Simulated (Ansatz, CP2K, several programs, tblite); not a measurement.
Energy against volume for BeSiSb₂, ordered on the zincblende lattice (P-4m2) with 4 atoms a cell, at fixed shape and fractional coordinates, computed by several methods (PBE and r2SCAN, where shown, with plane waves in Ansatz); the cell shown is that of r2SCAN. With free coordinates or axes held, a curve is too stiff, and on another method's shape its minimum isn't the method's own volume. The symmetry is P-4m2 (No. 115, tetragonal); a = 4.122 Å, c = 5.779 Å in the conventional setting, 24.55 Å³ an atom. Be has 4 Sb at 2.44 Å; Sb has 2 Be at 2.44 Å and 2 Si at 2.60 Å; Si has 4 Sb at 2.60 Å. No spin polarisation and no zero-point or thermal motion; the cell was built from a prototype and may be hypothetical. Energies count from each curve's lowest point; fits are third-order Birch-Murnaghan.

```
Be Sb Si
1.0
     4.12185    0.00000    0.00000
     0.00000    4.12185    0.00000
     0.00000    0.00000    5.77921
Be Sb Si
1 2 1
Cartesian
  0.0000 0.0000 0.0000
  0.0000 2.0609 1.3073
  2.0609 0.0000 4.4719
  2.0609 2.0609 2.8896
```

Q: r2SCAN, on the shape of its own relaxed cell, gives
```tsv
V (Å³/atom)	E (meV/atom)
23.074	19.60
23.810	4.61
24.547	0.00
25.283	4.26
26.020	16.07
```
What equilibrium volume and bulk modulus follow?

A: V₀ = 24.54 Å³ an atom and B₀ = 64 GPa.

PBE/SZV (CP2K), on the shape of the cell shown:
```tsv
V (Å³/atom)	E (meV/atom)
21.601	361.33
23.074	179.65
24.547	97.88
26.020	24.60
27.492	0.00
```
The lowest point is an end point, so the minimum isn't bracketed.

Q: GFN1-xTB (tblite), on the shape of the cell shown, as a cluster of 32 atoms at the zone centre, gives
```
V (Å³/atom)  E (meV/atom)
     21.601        105.05
     23.074         23.06
     24.547          0.00
     26.020         18.16
     27.492         65.42
```
What equilibrium volume and bulk modulus follow?

A: V₀ = 24.55 Å³ an atom and B₀ = 74 GPa.

PBE, on the shape of its own relaxed cell:
```tsv
V (Å³/atom)	E (meV/atom)
23.411	18.56
24.158	4.43
24.905	0.00
25.652	3.73
26.400	14.34
```
V₀ = 24.92 Å³ an atom and B₀ = 58 GPa.

PBE/DZVP (CP2K), on the shape of the cell shown:
```csv
V (Å³/atom),E (meV/atom)
21.601,94.67
23.074,0.00
24.547,7.04
26.020,3.01
27.492,45.58
```
The points scatter about a smooth fit, a numerical artefact, so no fit is quoted.
